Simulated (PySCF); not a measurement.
# Zr(NCS)2Cl2: geometry, NMR shifts and electronic excitations

Wanted: the NMR shifts and electronic excitations of Zr(NCS)2Cl2 (`S=C=[N][Zr]([Cl])([Cl])[N]=C=S`), by calculation.

Programs: PySCF 2.14.0, with density-fitted response routines of our own. Each step states its level of theory. These are calculated values for one molecule in the gas phase, unless marked as measured. Atoms count from 0, in the outputs and in this text.

## (1) The starting structure

9 atoms, charge 0, multiplicity 1; geometry from: GFN2-xTB. The atoms were then displaced at random by about 0.03 Å, so the start is not that level's minimum.

Bonds of the start (Å): Zr0–N1 2.01, Zr0–N4 1.98, Zr0–Cl7 2.36, Zr0–Cl8 2.22, N1–C2 1.18, C2–S3 1.58, N4–C5 1.19, C5–S6 1.59.

## (2) Optimising the geometry at PBE0-D3(BJ)/def2-SVP

The job: settings as JSON, then the geometry in Å.

```
{"job": {"xc": "PBE0", "basis": "def2-SVP", "d3": "d3bj", "grid": 1, "maxiter": 40, "shake": 0.03, "kind": "geom"}, "charge": 0, "multiplicity": 1}
Zr    -0.664970    -0.063300    -0.491670
N     -0.865760     0.005050     1.507800
C     -0.895590    -0.018670     2.687300
S     -0.738190    -0.048540     4.258190
N      1.112270    -0.036860    -1.357590
C      2.237390     0.004280    -1.740380
S      3.735580    -0.004690    -2.277750
Cl    -1.838730     1.794780    -1.351610
Cl    -1.949260    -1.701500    -1.259940
```

The run is started by

```
> OMP_NUM_THREADS=1 python probes_run.py task.json out
```

This one command runs all jobs of the session in turn.

Output:

```text
step   0  E = -1948.34712568  max force = 0.063153
step   1  E = -1948.35869771  max force = 0.015874
step   2  E = -1948.36125307  max force = 0.005869
step   3  E = -1948.36212974  max force = 0.006893
step   4  E = -1948.36231589  max force = 0.002810
step   5  E = -1948.36236035  max force = 0.001157
step   6  E = -1948.36234434  max force = 0.005486
step   7  E = -1948.36239172  max force = 0.003828
step   8  E = -1948.36243877  max force = 0.002666
step   9  E = -1948.36247099  max force = 0.001909
step  10  E = -1948.36249251  max force = 0.001287
step  11  E = -1948.36250637  max force = 0.000801
step  12  E = -1948.36251470  max force = 0.000541
step  13  E = -1948.36251727  max force = 0.000516
step  14  E = -1948.36251828  max force = 0.000508
step  15  E = -1948.36251872  max force = 0.000506
step  16  E = -1948.36251892  max force = 0.000504
step  17  E = -1948.36251902  max force = 0.000504
step  18  E = -1948.36251907  max force = 0.000504
step  19  E = -1948.36251910  max force = 0.000504
step  20  E = -1948.36251913  max force = 0.000504
step  21  E = -1948.36251916  max force = 0.000504
step  22  E = -1948.36251919  max force = 0.000504
step  23  E = -1948.36251922  max force = 0.000504
step  24  E = -1948.36251925  max force = 0.000504
step  25  E = -1948.36251928  max force = 0.000504
step  26  E = -1948.36251931  max force = 0.000504
step  27  E = -1948.36251934  max force = 0.000503
step  28  E = -1948.36251937  max force = 0.000503
step  29  E = -1948.36251939  max force = 0.000503
step  30  E = -1948.36251942  max force = 0.000503
step  31  E = -1948.36251945  max force = 0.000503
step  32  E = -1948.36251948  max force = 0.000503
step  33  E = -1948.36251951  max force = 0.000503
step  34  E = -1948.36251954  max force = 0.000503
step  35  E = -1948.36251956  max force = 0.000503
step  36  E = -1948.36251959  max force = 0.000503
step  37  E = -1948.36251962  max force = 0.000503
step  38  E = -1948.36251964  max force = 0.000503
step  39  E = -1948.36251967  max force = 0.000502
step  40  E = -1948.36251970  max force = 0.000502
optimisation not converged
```

It took 12 min on 1 thread of Arm Neoverse V1, shared host; peak memory 0.67 GiB.

Along the way: (not every step is listed)

```csv
step,energy from step 0 (eV),largest force component (eV/Å)
0,0.0000,3.2475
1,-0.3149,0.8163
2,-0.3844,0.3018
3,-0.4083,0.3545
4,-0.4133,0.1445
5,-0.4146,0.0595
6,-0.4141,0.2821
7,-0.4154,0.1968
8,-0.4167,0.1371
10,-0.4182,0.0662
12,-0.4188,0.0278
14,-0.4189,0.0261
16,-0.4189,0.0259
18,-0.4189,0.0259
20,-0.4189,0.0259
22,-0.4189,0.0259
24,-0.4189,0.0259
26,-0.4189,0.0259
28,-0.4189,0.0259
30,-0.4189,0.0259
32,-0.4189,0.0259
34,-0.4189,0.0259
35,-0.4189,0.0259
36,-0.4189,0.0259
37,-0.4189,0.0259
38,-0.4189,0.0259
39,-0.4189,0.0258
40,-0.4189,0.0258
```

Close pairs (by a distance rule), those that changed most:

```csv
bond,before (Å),after (Å),change (Å)
Zr0–Cl8,2.219,2.335,+0.116
Zr0–N4,1.977,2.022,+0.045
N1–C2,1.180,1.208,+0.028
Zr0–Cl7,2.360,2.333,-0.027
C5–S6,1.592,1.566,-0.026
N4–C5,1.189,1.208,+0.019
C2–S3,1.579,1.566,-0.013
Zr0–N1,2.011,2.020,+0.009
```

The next job starts from the end point, and lists it.

The optimisation stopped before it met its thresholds, so this geometry is not quite a stationary point, and what follows inherits that.

```csv
at the end point,value
point group (found at 0.08 Å tolerance),C2
"rotational constants (GHz, main isotopes)","0.544, 0.352, 0.273"
dipole moment (D),0.51
```

## (3) Nuclear shieldings: PBE0/def2-TZVP+pcSseg-1

The job: settings as JSON, then the geometry in Å.

```
{"job": {"kind": "nmr", "xc": "PBE0", "basis": {"default": "pcSseg-1", "Zr": "def2-TZVP"}}, "charge": 0, "multiplicity": 1}
Zr    -0.828163    -0.037671    -0.609625
N     -0.797916     0.126069     1.403242
C     -0.768272     0.138589     2.610778
S     -0.730256     0.147128     4.175841
N      1.093758    -0.110451    -1.234698
C      2.247759    -0.091951    -1.591936
S      3.743311    -0.065737    -2.055194
Cl    -1.847276     1.822293    -1.581579
Cl    -1.980205    -1.997719    -1.142479
```

Level: GIAO PBE0/pcSseg-1 Zr:def2-TZVP NMR shielding, scalar relativity only through core potentials, gas phase.

Output:

```text
coarse grid: 54072 points
cycle   1  E = -1945.3974955653  dE = -8.541e-01  |g| = 3.761e+00  |ddm| = 5.562e+00
cycle   2  E = -1905.9118646394  dE =  3.949e+01  |g| = 1.058e+01  |ddm| = 3.117e+01
cycle   3  E = -1947.8220661991  dE = -4.191e+01  |g| = 1.817e+00  |ddm| = 3.082e+01
cycle   4  E = -1948.4942983115  dE = -6.722e-01  |g| = 1.267e+00  |ddm| = 2.826e+00
cycle   5  E = -1948.8994463861  dE = -4.051e-01  |g| = 3.746e-01  |ddm| = 1.369e+00
cycle   6  E = -1948.9269273287  dE = -2.748e-02  |g| = 2.060e-01  |ddm| = 4.212e-01
cycle   7  E = -1948.9363430584  dE = -9.416e-03  |g| = 7.915e-02  |ddm| = 2.178e-01
cycle   8  E = -1948.9378786060  dE = -1.536e-03  |g| = 1.057e-02  |ddm| = 7.483e-02
cycle   9  E = -1948.9378916873  dE = -1.308e-05  |g| = 7.255e-03  |ddm| = 1.144e-02
cycle  10  E = -1948.9379057580  dE = -1.407e-05  |g| = 1.092e-03  |ddm| = 6.471e-03
cycle  11  E = -1948.9379060403  dE = -2.823e-07  |g| = 3.878e-04  |ddm| = 1.029e-03
final grid: 105792 points
cycle  12  E = -1948.9378742679  dE =  1.463e-08  |g| = 7.155e-04  |ddm| = 1.550e-03
cycle  13  E = -1948.9378736532  dE =  6.147e-07  |g| = 1.612e-03  |ddm| = 2.065e-03
cycle  14  E = -1948.9378744010  dE = -7.478e-07  |g| = 2.297e-04  |ddm| = 1.502e-03
cycle  15  E = -1948.9378744139  dE = -1.284e-08  |g| = 4.133e-05  |ddm| = 1.857e-04
cycle  16  E = -1948.9378744142  dE = -3.615e-10  |g| = 1.267e-05  |ddm| = 3.766e-05
converged SCF energy = -1948.9378744142

GIAO shielding tensors (ppm)
atom      isotropic    diamagn.    paramagn.     s11        s22        s33       span
  0 Zr         nan         nan         nan        nan        nan        nan        nan
  1 N       24.023     332.099    -308.076   -127.265   -123.552    322.887    450.152
  2 C       32.042     265.697    -233.655    -91.528    -91.176    278.830    370.358
  3 S      712.679    1055.980    -343.301    590.502    591.217    956.319    365.817
  4 N       24.420     332.187    -307.767   -127.204   -122.746    323.209    450.413
  5 C       32.033     265.656    -233.622    -91.640    -91.235    278.975    370.615
  6 S      713.018    1055.965    -342.948    590.612    591.473    956.968    366.356
  7 Cl     372.839    1148.687    -775.848     52.265     74.951    991.301    939.036
  8 Cl     374.445    1148.695    -774.250     54.793     75.846    992.695    937.902
```

Run time: 56 s. Hardware: 1 thread of Arm Neoverse V1, shared host; peak memory 1.2 GiB.

Shifts follow as δ = σ(reference) − σ, with reference shieldings (ppm) from runs at the same level and on the same kind of geometry: ¹³C TMS 184.4, ¹⁵N NH3 265.7, ³³S CS2 496, ³⁵Cl HCl 943. The references are single molecules in the gas phase, so shifts against H2O, NH3, PH3, H3PO4 or CFCl3 are not on the usual liquid scales and can be off by tens of ppm. Atoms listed in one row are averaged.

```csv
atoms,environment,σ (ppm),δ (ppm)
"C2, C5","carbon bonded to N, S",32.0,152.4
"N1, N4","nitrogen bonded to C, Zr",24.2,241.5
"S3, S6",sulfur bonded to C,713,-217
"Cl7, Cl8",chlorine bonded to Zr,374,570
```

Atoms past Kr carry core potentials, so their printed shieldings have no meaning and are left out of the table.

Charges from the same density, by scheme (e):

```csv
atoms,Mulliken,ESP fit
Zr0,1.41,0.74
"N1, N4",-0.70,-0.08
"C2, C5",0.25,-0.09
"S3, S6",0.05,0.01
"Cl7, Cl8",-0.30,-0.22
```

Mayer bond orders: Zr0–N1 0.82, Zr0–N4 0.81, Zr0–Cl7 1.12, Zr0–Cl8 1.12, N1–C2 1.99, C2–S3 1.81, N4–C5 1.99, C5–S6 1.81.

With diffuse functions Mulliken charges and Mayer bond orders lose their meaning; the other schemes are steadier.

The fields below are evaluated on a grid from the run's orbitals.

Frontier orbitals at PBE0/def2-TZVP+pcSseg-1, with the share of their density that lies nearest to each atom:

```csv
orbital,energy (eV),lies on
HOMO,-8.04,"S3, S6 about 31 % each; N1, N4 about 14 % each"
LUMO,-3.16,"Zr0 47 %; C2, C5 about 9 % each; S3, S6 about 8 % each"
```

ELF in a plane through or near 7 of the atoms.

Values, 10 rows by 14 columns:
```
0.00 0.00 0.00 0.00 0.00 0.00 0.00 0.00 0.00 0.00 0.00 0.00 0.00 0.00
0.00 0.00 0.04 0.20 0.05 0.00 0.00 0.00 0.00 0.00 0.17 0.13 0.01 0.00
0.00 0.08 0.68 0.89 0.60 0.03 0.00 0.00 0.00 0.20 0.84 0.86 0.32 0.00
0.00 0.50 0.70 0.53 0.72 0.18 0.03 0.00 0.07 0.44 0.53 0.47 0.84 0.07
0.00 0.46 0.81 0.76 0.48 0.77 0.66 0.14 0.77 0.79 0.70 0.74 0.69 0.04
0.01 0.01 0.12 0.11 0.52 0.66 0.28 0.67 0.85 0.76 0.26 0.09 0.04 0.00
0.00 0.00 0.00 0.00 0.15 0.23 0.86 0.61 0.08 0.34 0.02 0.00 0.00 0.00
0.00 0.00 0.00 0.00 0.00 0.01 0.04 0.06 0.02 0.00 0.00 0.00 0.00 0.00
0.00 0.00 0.00 0.00 0.00 0.00 0.02 0.03 0.01 0.00 0.00 0.00 0.00 0.00
0.00 0.00 0.00 0.00 0.00 0.00 0.00 0.00 0.00 0.00 0.00 0.00 0.00 0.00
```
The map spans 12.9 Å across and 10.0 Å up, centred on the molecule. Atoms in the plane (x, y in Å): Zr0 (0.0, -1.0), N1 (1.6, 0.2), C2 (2.6, 0.9), S3 (3.8, 1.8), N4 (-1.6, 0.2), C5 (-2.6, 0.9), S6 (-3.8, 1.8).

On the surface of density 0.002 e/bohr³ the electrostatic potential runs, from the 1st to the 99th percentile, from -0.17 V near Cl8 to 2.50 V near Zr0.

## (4) Ultraviolet spectrum: wB97X-D/def2-SVPD

Settings changed since step 3:

```diff
@@ -1,2 +1,2 @@
-{"job": {"kind": "nmr", "xc": "PBE0", "basis": {"default": "pcSseg-1", "Zr": "def2-TZVP"}}, "charge": 0, "multiplicity": 1}
+{"job": {"kind": "uv", "xc": "wB97X-D", "basis": "def2-SVPD", "ip": true, "nstates": 10}, "charge": 0, "multiplicity": 1}
 Zr    -0.828163    -0.037671    -0.609625
```

Level: TDDFT wB97X-D/def2-SVPD, vertical, gas phase, core orbitals frozen in the response.

Output:

```text
coarse grid: 54072 points
cycle   1  E = -1948.2032819359  dE = -4.454e+00  |g| = 1.754e+00  |ddm| = 6.817e+00
cycle   2  E = -1947.0671218902  dE =  1.136e+00  |g| = 2.739e+00  |ddm| = 6.668e+00
cycle   3  E = -1948.9916690499  dE = -1.925e+00  |g| = 6.617e-01  |ddm| = 4.504e+00
cycle   4  E = -1949.0797305403  dE = -8.806e-02  |g| = 2.153e-01  |ddm| = 9.736e-01
cycle   5  E = -1949.0912323133  dE = -1.150e-02  |g| = 5.490e-02  |ddm| = 4.959e-01
cycle   6  E = -1949.0920800926  dE = -8.478e-04  |g| = 1.921e-02  |ddm| = 9.715e-02
cycle   7  E = -1949.0922095060  dE = -1.294e-04  |g| = 6.081e-03  |ddm| = 3.404e-02
cycle   8  E = -1949.0922294992  dE = -1.999e-05  |g| = 2.044e-03  |ddm| = 1.530e-02
cycle   9  E = -1949.0922321113  dE = -2.612e-06  |g| = 4.355e-04  |ddm| = 6.369e-03
final grid: 105792 points
cycle  10  E = -1949.0957402976  dE = -7.121e-05  |g| = 1.901e-03  |ddm| = 8.880e-02
cycle  11  E = -1949.0957410579  dE = -7.603e-07  |g| = 1.227e-03  |ddm| = 9.985e-03
cycle  12  E = -1949.0957413194  dE = -2.615e-07  |g| = 8.410e-04  |ddm| = 2.399e-03
cycle  13  E = -1949.0957415103  dE = -1.909e-07  |g| = 1.718e-04  |ddm| = 1.203e-03
cycle  14  E = -1949.0957415182  dE = -7.914e-09  |g| = 6.750e-05  |ddm| = 3.293e-04
cycle  15  E = -1949.0957415198  dE = -1.625e-09  |g| = 2.376e-05  |ddm| = 1.238e-04
cycle  16  E = -1949.0957415202  dE = -3.984e-10  |g| = 9.471e-06  |ddm| = 7.045e-05
converged SCF energy = -1949.0957415202

Static polarisability (au): isotropic 173.225, principal 118.689 170.236 230.750

Singlet excitations
state   eV       nm        f      main configurations
  1   4.0671    304.8   0.00018   H->L+1 0.42, H-1->L 0.33, H-3->L+2 0.11
  2   4.1209    300.9   0.00001   H-2->L 0.67, H-3->L+1 0.09
  3   4.1630    297.8   0.01281   H->L 0.49, H-1->L+1 0.28, H-2->L+2 0.11
  4   4.2214    293.7   0.00191   H-1->L 0.49, H->L+1 0.33
  5   4.3111    287.6   0.00000   H-3->L+1 0.41, H->L+2 0.35, H-2->L 0.14
  6   4.3594    284.4   0.00558   H-3->L 0.36, H-2->L+1 0.35, H-1->L+2 0.14
  7   5.2586    235.8   0.78298   H-1->L+1 0.60, H->L 0.30
  8   5.4405    227.9   0.08515   H-2->L+1 0.47, H-1->L+2 0.33, H-3->L 0.09
  9   5.5126    224.9   0.00067   H->L+2 0.50, H-3->L+1 0.42
 10   5.6021    221.3   0.31582   H-2->L+2 0.58, H->L 0.11

Triplet excitations (Tamm-Dancoff, eV): 3.7249 3.8549 3.9333 3.9372
Vertical ionisation energy (delta-SCF) = 9.8958 eV
Vertical electron affinity (delta-SCF) = 1.7357 eV
```

It took 6.5 min on 1 thread of Arm Neoverse V1, shared host; peak memory 1.3 GiB.

The orbitals next to the gap, with their largest atomic shares:

```csv
orbital,eV,atoms
HOMO−3,-10.24,"S3 27 %, S6 27 %, C2 10 %"
HOMO−2,-9.97,"S3 32 %, S6 20 %, N1 13 %"
HOMO−1,-9.96,"S6 33 %, S3 20 %, N4 14 %"
HOMO,-9.77,"S6 28 %, S3 27 %, N4 12 %"
LUMO,-1.58,"Zr0 48 %, S3 8 %, S6 8 %"
LUMO+1,-1.45,"Zr0 52 %, S3 7 %, S6 6 %"
LUMO+2,-0.83,"Zr0 44 %, S6 8 %, C5 7 %"
```

With each of the 10 states as a Gaussian band of 0.4 eV half-width at 1/e, the curve within the window shown has maxima at 232 nm (ε 42,000) L/(mol cm). Beyond the last state computed it falls off for lack of states. The curve at chosen wavelengths:

| nm | ε (L/mol/cm) |
| --- | --- |
| 210 | 10590 |
| 216 | 20920 |
| 222 | 32233 |
| 228 | 40268 |
| 234 | 41611 |
| 239 | 37336 |
| 245 | 28164 |
| 251 | 18268 |
| 257 | 10394 |
| 263 | 5351 |
| 269 | 2656 |
| 275 | 1447 |
| 281 | 1003 |
| 286 | 887 |
| 292 | 841 |
| 298 | 794 |
| 304 | 714 |
| 310 | 604 |
| 316 | 482 |
| 322 | 364 |
| 328 | 262 |
| 333 | 192 |
| 339 | 128 |
| 345 | 82 |
| 351 | 51 |
| 357 | 31 |

Leading natural transition orbitals of singlet state 7: the hole lies on S3, S6 about 25 % each; N1, N4 about 17 % each; the particle on Zr0 58 %; Cl7, Cl8 about 6 % each.

Leading natural transition orbitals of singlet state 1: the hole lies on S3, S6 about 28 % each; N1, N4 about 18 % each; the particle on Zr0 41 %; C2, C5 about 11 % each; S3, S6 about 9 % each.

Further results of this job:

```csv
property,computed
dipole moment (D),0.21
polarisability (Å³),25.67
HOMO–LUMO gap (eV),8.19
−ε(HOMO) (eV),9.77
```

## (5) Nuclear shieldings: KT2/def2-TZVP+pcSseg-1

Settings changed since step 4:

```diff
@@ -1,2 +1,2 @@
-{"job": {"kind": "uv", "xc": "wB97X-D", "basis": "def2-SVPD", "ip": true, "nstates": 10}, "charge": 0, "multiplicity": 1}
+{"job": {"kind": "nmr", "xc": "KT2", "basis": {"default": "pcSseg-1", "Zr": "def2-TZVP"}, "pop": false}, "charge": 0, "multiplicity": 1}
 Zr    -0.828163    -0.037671    -0.609625
```

Method: GIAO KT2/pcSseg-1 Zr:def2-TZVP NMR shielding, scalar relativity only through core potentials, gas phase.

Output:

```text
coarse grid: 54072 points
cycle   1  E = -1954.3699650220  dE =  7.378e+00  |g| = 6.132e+00  |ddm| = 5.949e+00
cycle   2  E = -1762.1297902308  dE =  1.922e+02  |g| = 1.430e+01  |ddm| = 3.801e+01
cycle   3  E = -1962.3304659817  dE = -2.002e+02  |g| = 3.805e+00  |ddm| = 3.775e+01
cycle   4  E = -1958.7731521128  dE =  3.557e+00  |g| = 5.470e+00  |ddm| = 6.411e+00
cycle   5  E = -1965.7604526253  dE = -6.987e+00  |g| = 1.080e+00  |ddm| = 3.416e+00
cycle   6  E = -1965.7058611016  dE =  5.459e-02  |g| = 1.184e+00  |ddm| = 2.107e+00
cycle   7  E = -1966.1130580409  dE = -4.072e-01  |g| = 2.860e-01  |ddm| = 1.275e+00
cycle   8  E = -1966.1324959571  dE = -1.944e-02  |g| = 1.520e-01  |ddm| = 4.102e-01
cycle   9  E = -1966.1370463654  dE = -4.550e-03  |g| = 9.962e-02  |ddm| = 2.192e-01
cycle  10  E = -1966.1398491028  dE = -2.803e-03  |g| = 1.933e-02  |ddm| = 9.112e-02
cycle  11  E = -1966.1399089718  dE = -5.987e-05  |g| = 1.285e-02  |ddm| = 1.936e-02
cycle  12  E = -1966.1399513974  dE = -4.243e-05  |g| = 2.498e-03  |ddm| = 1.106e-02
cycle  13  E = -1966.1399527247  dE = -1.327e-06  |g| = 1.197e-03  |ddm| = 3.564e-03
final grid: 105792 points
cycle  14  E = -1966.1398992902  dE =  1.619e-06  |g| = 2.512e-03  |ddm| = 5.097e-03
cycle  15  E = -1966.1398874391  dE =  1.185e-05  |g| = 6.496e-03  |ddm| = 1.012e-02
cycle  16  E = -1966.1399010774  dE = -1.364e-05  |g| = 1.534e-03  |ddm| = 7.049e-03
cycle  17  E = -1966.1399017158  dE = -6.385e-07  |g| = 1.784e-04  |ddm| = 1.297e-03
cycle  18  E = -1966.1399017253  dE = -9.410e-09  |g| = 5.372e-05  |ddm| = 2.106e-04
cycle  19  E = -1966.1399017259  dE = -6.908e-10  |g| = 2.710e-05  |ddm| = 6.589e-05
converged SCF energy = -1966.1399017259

GIAO shielding tensors (ppm)
atom      isotropic    diamagn.    paramagn.     s11        s22        s33       span
  0 Zr         nan         nan         nan        nan        nan        nan        nan
  1 N       20.552     330.557    -310.004   -124.623   -119.608    305.888    430.510
  2 C       45.273     266.812    -221.540    -69.698    -69.396    274.913    344.611
  3 S      713.919    1058.497    -344.579    612.932    613.872    914.951    302.019
  4 N       20.864     330.637    -309.774   -124.706   -118.857    306.154    430.859
  5 C       45.301     266.767    -221.466    -69.782    -69.422    275.105    344.887
  6 S      714.236    1058.480    -344.244    613.091    614.175    915.443    302.352
  7 Cl     339.443    1150.587    -811.144     27.581     56.018    934.731    907.151
  8 Cl     340.928    1150.594    -809.667     29.384     56.661    936.737    907.354
```

Run time: 48 s. Hardware: 1 thread of Arm Neoverse V1, shared host; peak memory 1.2 GiB.

This run: δ C2 137.9, N1 243.6, S3 -195, Cl7 603 ppm (means over like atoms).

## (6) Side by side: NMR shifts

Shifts (ppm), means over like atoms, with basis size and wall time:

```csv
run,C2,N1,S3,Cl7,functions,time
PBE0/def2-TZVP+pcSseg-1,152.4,241.5,-217,570,204,56 s
KT2/def2-TZVP+pcSseg-1,137.9,243.6,-195,603,204,48 s
```

## (7) Outcome

```
                                                                          quantity                        value
                                                                       point group                           C2
                                              rotational constants (main isotopes)         0.54, 0.35, 0.27 GHz
 ¹³C shifts against TMS (PBE0/def2-TZVP+pcSseg-1, means over atoms taken as alike)                    152.4 ppm
 ¹⁵N shifts against NH3 (PBE0/def2-TZVP+pcSseg-1, means over atoms taken as alike)                    241.5 ppm
 ³³S shifts against CS2 (PBE0/def2-TZVP+pcSseg-1, means over atoms taken as alike)                     -217 ppm
³⁵Cl shifts against HCl (PBE0/def2-TZVP+pcSseg-1, means over atoms taken as alike)                      570 ppm
                                             surface potential, 1st and 99th percentile           -0.17 V and 2.50 V
                                                lowest singlet (wB97X-D/def2-SVPD)  4.07 eV (305 nm), f = 0.000
                                          brightest single state of those computed  state 7, 5.26 eV, f = 0.783
                                                                    lowest triplet                      3.72 eV
                                                 vertical electron affinity (ΔSCF)                      1.74 eV
                                                         range of the shift of Cl7               570 to 603 ppm
```

**Reading.** The start was shaken at random, so part of the energy gained undoes that. Relaxing lowered the energy by 0.419 eV in 40 steps; the close pair that moved most is Zr0–Cl8, from 2.219 to 2.335 Å. At PBE0/def2-TZVP+pcSseg-1: The largest span, 938 ppm, is at Cl7, Cl8, where the paramagnetic term is -775 ppm. At PBE0/def2-TZVP+pcSseg-1, counted by nearest atom on the grid, the HOMO lies on S3, S6 about 31 % each; N1, N4 about 14 % each, the LUMO on Zr0 47 %; C2, C5 about 9 % each. The lowest singlet, at 4.07 eV, is HOMO→LUMO+1 0.42, HOMO−1→LUMO 0.33 and is dark; of the 10 states computed, the strongest absorption comes from state 7 at 5.26 eV (the last state computed is bright too, and its partners may lie past the list). The lowest triplet lies 0.34 eV below the lowest singlet (triplets in Tamm-Dancoff, singlets in full TDDFT). In ppm, Cl7 (with its like atoms) moves most: its shift spreads over 33 ppm, from 570 (PBE0/def2-TZVP+pcSseg-1) to 603 (KT2/def2-TZVP+pcSseg-1). Spin-orbit coupling is left out, which matters for shieldings and couplings at and beside the heavy atoms.
